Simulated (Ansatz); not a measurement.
# TaN: the cost of one run

Method: DFT LDA+U (U = 2 eV, J = 0.9 eV on Ta d), plane waves, PAW, no spin–orbit coupling unless a run says so, in Ansatz 0.2.0.

## Step 1: The starting structure

It takes space group P-6m2 (No. 187, hexagonal). Conventional cell: a = 2.938 Å, b = 2.938 Å, c = 2.883 Å, α = 90.00°, β = 90.00°, γ = 120.00°. Ta (site symmetry -6m2) is surrounded by 6 N at 2.23 Å. Around N (site symmetry -6m2) lie 6 Ta at 2.23 Å.

As a file:

```
Ta N
1.0
     2.93800    0.00000    0.00000
    -1.46900    2.54438    0.00000
     0.00000    0.00000    2.88300
Ta N
1 1
Cartesian
  0.0000 1.6963 1.4415
  0.0000 0.0000 0.0000
```

## Step 2: Ferromagnetic start, free, symmetry kept, no search

input.yaml

```yaml
crystal:
  lattice:
    - [2.93800111, 0.0, 0.0]
    - [-1.46900055, 2.5443836, 0.0]
    - [0.0, 0.0, 2.88300221]
  atoms:
    - { symbol: Ta, position: [0.3333333333, 0.6666666667, 0.5], spin: 2.0 }
    - { symbol: "N", position: [0.0, 0.0, 0.0] }
basis:
  ecutwfc: 420
  ecutrho_ratio: 4
kpoints:
  mp_grid: { grid: [7, 7, 7] }
hamiltonian:
  xc: lda
  hubbard: { sites: [{ site: 0, l: d, u: 2.0, j: 0.9 }] }
scf:
  occupations: { method: gaussian, width: 0.05 }
  lower_state_search: "off"
  max_iter: 150
output:
  forces: true
  stress: true
  eigenvalues: true
  populations: true
  hubbard: { sites: [{ site: 0, l: d }] }
magnetization:
  spin_polarized: true
```

The run is started by

```console
ansatz run input.yaml --threads 2 --pin off --max-ram 3072MiB --backend cpu --events-out ev --progress --plain --runs-dir out
```

What time and memory should one allow on 2 threads of Arm Neoverse V1, shared host?

About 3.2 s, with a peak of 0.29 GiB.
